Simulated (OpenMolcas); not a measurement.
# One shape, several levels: SiHF3 (SMILES F[SiH](F)F)

Wanted: a comparison of 6 runs (HF/def2-SVPD, M06-2X/def2-SVPD, M06-L/def2-SVPD, PBE0/def2-SVPD, r2SCAN/def2-SVPD, revPBE/def2-SVPD) of SiHF3. 

Program for the calculation: OpenMolcas 26.06.

1 further run of the same task is left out (set aside as unsound or not needed).

**1. Starting point**

SiHF3 has 5 atoms, charge 0, and is taken as a singlet. SMILES: `F[SiH](F)F`. The shape is that of a PBE0-D4/def2-TZVP optimisation.

Bond lengths: F1–Si2 1.573 Å, Si2–F3 1.573 Å, Si2–F4 1.573 Å, Si2–H5 1.461 Å. Angles: F1–Si2–F3 108.3°, F1–Si2–F4 108.3°, F3–Si2–F4 108.3°, F1–Si2–H5 110.7°, F3–Si2–H5 110.7°, F4–Si2–H5 110.7°.

**2. Energy and gradient at HF/def2-SVPD (run 1)**

The input, run.inp:

```
&GATEWAY
  BasLib=$CurrDir
  Coord
  5
  angstrom
  F       -0.447100      -0.082200       1.491300
  Si       0.040700       0.001700      -0.001800
  F       -0.597100       1.281400      -0.657200
  F       -0.495900      -1.263300      -0.767200
  H        1.499400       0.062400      -0.065100
  Basis=def2-SVPD
  Group=NoSym

&SEWARD

&SCF
  Thresholds=1e-10 1e-07 1e-07 1e-05
  PrOrbitals=1 1

&ALASKA
```

The basis set def2-SVPD is read from a file made from the Basis Set Exchange's data (not shown).

Launch:

```sh
$ export MOLCAS_MEM=1860
$ pymolcas run.inp > run.log
```

The program printed:

```text
--- Start Module: gateway ---
[...]
--- Stop Module: gateway /rc=_RC_ALL_IS_WELL_ ---
[...]
      Basis functions          101
[...]
--- Start Module: scf ---
[...]
       Convergence after  13 Iterations
[...]
::    Total SCF energy                               -587.7100635782
[...]
      Total spin, S                                     0.0000000000
[...]
      Total electronic charge=   42.000000
      Total            charge=   -0.000000
[...]
      Dipole Moment (debye):
      Origin of the operator (angstrom)=   -0.3095   -0.0129    0.0134
                   X=  1.5908E+00               Y=  6.6282E-02               Z= -6.9677E-02           Total=  1.5937E+00
      Quadrupole Moment (debye*angstrom):
[...]
--- Stop Module: scf /rc=_RC_ALL_IS_WELL_ ---
[...]
--- Start Module: alaska ---
[...]
 *              Molecular gradients               *
 **************************************************
  Irreducible representation: a
 ------------------------------------------------------------------------------------------
                              X                       Y                       Z
 ------------------------------------------------------------------------------------------
  F1                4.66400236735076E-03    6.42570184659963E-04   -1.05375463719604E-02
  SI2              -1.92750027888575E-02   -7.92320627367837E-04    7.53820649153525E-04
  F3                5.75515692600970E-03   -9.00921067700011E-03    4.58879802661016E-03
  F4                5.03891295865433E-03    9.00204394834603E-03    5.36151159338694E-03
  H5                3.81693053686316E-03    1.56917171319326E-04   -1.66583897324712E-04
 ------------------------------------------------------------------------------------------
--- Stop Module: alaska /rc=_RC_ALL_IS_WELL_ ---
[...]
```

Wall time 12 s (1 thread of Arm Neoverse V1, shared host); peak memory 0.57 GiB.

**3. Energy and gradient at M06-2X/def2-SVPD (run 2)**

The input, geom.xyz:

```xyz
5

F     -0.447100    -0.082200     1.491300
Si     0.040700     0.001700    -0.001800
F     -0.597100     1.281400    -0.657200
F     -0.495900    -1.263300    -0.767200
H      1.499400     0.062400    -0.065100
```

The input, test.inp:

```
>>> EXPORT MOLCAS_PRINT=2
&gateway
baslib
$CurrDir
coord
geom.xyz
basis
def2-SVPD
group
NoSym
&seward
gridinput
Grid=UltraFine
End of Grid
&scf
ksdft
M062X
thresholds
1e-10 1e-07 1e-07 1e-05
prorbitals
1
&alaska
```

The basis set def2-SVPD is read from a file made from the Basis Set Exchange's data (not shown).

Launch:

```sh
$ export MOLCAS_MEM=1860
$ pymolcas test.inp > test.log
```

The program printed:

```text
--- Start Module: gateway ---
[...]
--- Stop Module: gateway /rc=_RC_ALL_IS_WELL_ ---
[...]
      Basis functions          101
[...]
--- Start Module: scf ---
[...]
       Convergence after  12 Iterations
[...]
::    Total KS-DFT energy                            -589.3888776521
[...]
      Total spin, S                                     0.0000000000
[...]
      Total electronic charge=   42.000000
      Total            charge=   -0.000000
[...]
      Dipole Moment (debye):
      Origin of the operator (angstrom)=   -0.3095   -0.0129    0.0134
                   X=  1.4545E+00               Y=  6.0599E-02               Z= -6.3690E-02           Total=  1.4572E+00
      Quadrupole Moment (debye*angstrom):
[...]
--- Stop Module: scf /rc=_RC_ALL_IS_WELL_ ---
[...]
--- Start Module: alaska ---
[...]
 *              Molecular gradients               *
 **************************************************
  Irreducible representation: a
 ------------------------------------------------------------------------------------------
                              X                       Y                       Z
 ------------------------------------------------------------------------------------------
  F1                8.17908451744565E-03    1.28467157891543E-03   -2.26489411287751E-02
  SI2              -2.83808261121816E-02   -1.16562854030661E-03    1.09903802022782E-03
  F3                1.05212948352982E-02   -1.93935978353394E-02    9.95182383099902E-03
  F4                8.95291965425038E-03    1.92453270841995E-02    1.16332709331743E-02
  H5                7.27527105165215E-04    2.92277125534812E-05   -3.51916556814436E-05
 ------------------------------------------------------------------------------------------
--- Stop Module: alaska /rc=_RC_ALL_IS_WELL_ ---
[...]
```

Run time: 40 s. Hardware: 1 thread of Arm Neoverse V1, shared host; peak memory 0.57 GiB.

Run 3 isn't shown in full; the table further down has it.

**4. Energy and forces at PBE0/def2-SVPD (run 4)**

The input, mol.inp:

```
>>> EXPORT MOLCAS_PRINT=2

&GATEWAY
  BasLib=$CurrDir
  BasisSet
  F.def2-SVPD....
  F1 -0.447100 -0.082200 1.491300 angstrom
  F3 -0.597100 1.281400 -0.657200 angstrom
  F4 -0.495900 -1.263300 -0.767200 angstrom
  End of Basis
  BasisSet
  Si.def2-SVPD....
  Si2 0.040700 0.001700 -0.001800 angstrom
  End of Basis
  BasisSet
  H.def2-SVPD....
  H5 1.499400 0.062400 -0.065100 angstrom
  End of Basis

&SEWARD
  GridInput
  Grid=UltraFine
  End of Grid

&SCF
  KSDFT=PBE0
  Thresholds=1e-10 1e-07 1e-07 1e-05
  PrOrbitals=1 1

&ALASKA
```

The basis set def2-SVPD is read from a file made from the Basis Set Exchange's data (not shown).

Launch:

```sh
$ export MOLCAS_MEM=1860
$ pymolcas mol.inp > mol.log
```

The program printed:

```text
--- Start Module: gateway ---
[...]
--- Stop Module: gateway /rc=_RC_ALL_IS_WELL_ ---
[...]
      Basis functions          101
[...]
--- Start Module: scf ---
[...]
       Convergence after  11 Iterations
[...]
::    Total KS-DFT energy                            -589.0927581686
[...]
      Total spin, S                                     0.0000000000
[...]
      Total electronic charge=   42.000000
      Total            charge=   -0.000000
[...]
      Dipole Moment (debye):
      Origin of the operator (angstrom)=   -0.3095   -0.0129    0.0134
                   X=  1.4308E+00               Y=  5.9617E-02               Z= -6.2687E-02           Total=  1.4334E+00
      Quadrupole Moment (debye*angstrom):
[...]
--- Stop Module: scf /rc=_RC_ALL_IS_WELL_ ---
[...]
--- Start Module: alaska ---
[...]
 *              Molecular gradients               *
 **************************************************
  Irreducible representation: a
 ------------------------------------------------------------------------------------------
                              X                       Y                       Z
 ------------------------------------------------------------------------------------------
  F1                8.69713691356822E-03    1.45185012322591E-03   -2.55974861840009E-02
  F3                1.13033057692613E-02   -2.19909533625646E-02    1.12558329473913E-02
  F4                9.56372784293880E-03    2.17618346352602E-02    1.31402040639337E-02
  SI2              -2.72268023380118E-02   -1.12456330708666E-03    1.10054816001681E-03
  H5               -2.33736818773522E-03   -9.81680888543779E-05    1.00901012712318E-04
 ------------------------------------------------------------------------------------------
--- Stop Module: alaska /rc=_RC_ALL_IS_WELL_ ---
[...]
```

Wall time 29 s (1 thread of Arm Neoverse V1, shared host); peak memory 0.57 GiB.

Run 5 isn't shown in full; the table further down has it.

**5. Energy and forces at revPBE/def2-SVPD (run 6)**

The input, test.input:

```
* F3HSi Kohn-Sham DFT
&GATEWAY
BASLIB = $CurrDir
COORD
5
bohr
F     -0.84489655    -0.15533549     2.81814857
Si     0.07691185     0.00321253    -0.00340151
F     -1.12835547     2.42149506    -1.24192801
F     -0.93711519    -2.38729101    -1.44979788
H      2.83345535     0.11791891    -0.12302117
BASIS = def2-SVPD
GROUP = NoSym
&SEWARD
GRIDINPUT
Grid=UltraFine
End of Grid
&SCF
KSDFT = revPBE
THRESHOLDS = 1e-10 1e-07 1e-07 1e-05
PRORBITALS = 1 2
&ALASKA
```

The basis set def2-SVPD is read from a file made from the Basis Set Exchange's data (not shown).

Launch:

```sh
$ export MOLCAS_MEM=1860
$ pymolcas test.input > test.log
```

The program printed:

```text
--- Start Module: gateway ---
[...]
--- Stop Module: gateway /rc=_RC_ALL_IS_WELL_ ---
[...]
      Basis functions          101
[...]
--- Start Module: scf ---
[...]
       Convergence after  12 Iterations
[...]
::    Total KS-DFT energy                            -589.3290709933
[...]
      Total spin, S                                     0.0000000000
[...]
      Total electronic charge=   42.000000
      Total            charge=   -0.000000
[...]
      Dipole Moment (debye):
      Origin of the operator (angstrom)=   -0.3095   -0.0129    0.0134
                   X=  1.3047E+00               Y=  5.4369E-02               Z= -5.7199E-02           Total=  1.3071E+00
      Quadrupole Moment (debye*angstrom):
[...]
--- Stop Module: scf /rc=_RC_ALL_IS_WELL_ ---
[...]
--- Start Module: alaska ---
[...]
 *              Molecular gradients               *
 **************************************************
  Irreducible representation: a
 ------------------------------------------------------------------------------------------
                              X                       Y                       Z
 ------------------------------------------------------------------------------------------
  F1                1.33402525600284E-02    2.37729390852870E-03   -4.27534363799182E-02
  SI2              -3.86358894437997E-02   -1.59971185789570E-03    1.59550966534039E-03
  F3                1.76749752790348E-02   -3.67747346579428E-02    1.88484740154955E-02
  F4                1.47694167201111E-02    3.62952441114750E-02    2.19996583917794E-02
  H5               -7.14875511541813E-03   -2.98091504126019E-04    3.09794307237821E-04
 ------------------------------------------------------------------------------------------
--- Stop Module: alaska /rc=_RC_ALL_IS_WELL_ ---
[...]
```

It took 30 s on 1 thread of Arm Neoverse V1, shared host; peak memory 0.57 GiB.

**6. Overview of the runs**

```
run             level  integration grid  energy (Eh)  dipole moment (D)  HOMO energy (eV)  LUMO energy (eV)  wall time
  1      HF/def2-SVPD                 –  -587.710064               1.59            -15.42              2.39       12 s
  2  M06-2X/def2-SVPD         UltraFine  -589.388878               1.46            -12.80              0.76       40 s
  3   M06-L/def2-SVPD         UltraFine  -589.455668               1.37            -10.00              0.36       39 s
  4    PBE0/def2-SVPD         UltraFine  -589.092758               1.43            -11.33              0.58       29 s
  5  r2SCAN/def2-SVPD         UltraFine  -589.350464               1.35            -10.09              0.56       40 s
  6  revPBE/def2-SVPD         UltraFine  -589.329071               1.31             -9.63             -0.20       30 s
```

**7. What came out**

| quantity | value |
| --- | --- |
| run 6: total energy | -589.32907 Eh |
| run 6: dipole moment | 1.31 D |
| run 6: HOMO energy | -9.63 eV |
| run 6: LUMO energy | -0.20 eV |
| run 6: HOMO–LUMO gap | 9.43 eV |
| run 6: largest force on an atom | 2.311 eV/Å |

The dipole moment (its size) runs from 1.31 D (revPBE/def2-SVPD) to 1.59 D (HF/def2-SVPD). The HOMO–LUMO gap runs from 9.43 eV (revPBE/def2-SVPD) to 17.82 eV (HF/def2-SVPD). Exact exchange widens orbital gaps. Totals of different functionals can't be ranked against each other. All runs together took 3.2 min, the longest 40 s.
